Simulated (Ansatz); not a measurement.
# BFH4O2Si: the cost of one run

All numbers below are computed with Ansatz 0.2.0 (RKS r2SCAN-D4/def2-SVP).

## Step 1: The starting structure

Bond lengths: O1–Si2 1.701 Å, Si2–B3 1.970 Å, B3–O4 1.379 Å, B3–F5 1.440 Å, O1–H6 1.016 Å, Si2–H7 1.498 Å, Si2–H8 1.443 Å, O4–H9 1.074 Å. Angles: O1–Si2–B3 111.7°, O1–Si2–H7 107.7°, O1–Si2–H8 108.9°, B3–Si2–H7 110.2°, B3–Si2–H8 110.3°, H7–Si2–H8 108.0°, Si2–O1–H6 104.7°, Si2–B3–O4 118.8°, Si2–B3–F5 118.8°, O4–B3–F5 122.2°, B3–O4–H9 102.4°.

Coordinates:

```xyz
9

O     0.7152    0.5508    1.8350
Si    0.8546   -0.3029    0.3709
B    -0.4003    0.3740   -0.9881
O    -1.2967   -0.5030   -1.5605
F    -0.2800    1.7416   -1.4217
H    -0.2244    0.3473    2.1641
H     2.2657   -0.1542   -0.1090
H     0.6135   -1.7032    0.6211
H    -2.1591   -0.3967   -0.9289
```

## Step 2: Relaxing end A

Contents of input.yaml:

```yaml
crystal:
  periodic: [false, false, false]
  atoms:
    - { symbol: O, position_ang: [0.7152, 0.5508, 1.835] }
    - { symbol: Si, position_ang: [0.8546, -0.3029, 0.3709] }
    - { symbol: B, position_ang: [-0.4003, 0.374, -0.9881] }
    - { symbol: O, position_ang: [-1.2967, -0.503, -1.5605] }
    - { symbol: F, position_ang: [-0.28, 1.7416, -1.4217] }
    - { symbol: H, position_ang: [-0.2244, 0.3473, 2.1641] }
    - { symbol: H, position_ang: [2.2657, -0.1542, -0.109] }
    - { symbol: H, position_ang: [0.6135, -1.7032, 0.6211] }
    - { symbol: H, position_ang: [-2.1591, -0.3967, -0.9289] }
basis:
  gaussian: { orbitals: def2-SVP }
hamiltonian:
  xc: r2scan
  dispersion: d4
relax:
  f_tol: 0.02
  max_steps: 50
```

Command:

```console
$ ansatz run input.yaml --threads 2 --pin off --max-ram 3072MiB --backend cpu --events-out ev --progress --plain --runs-dir out
```

**Question.** How long does this run take on 2 threads of Intel Xeon 6975P-C (Granite Rapids), shared host, and how much memory does it need?

About 35 s, with a peak of 0.19 GiB.
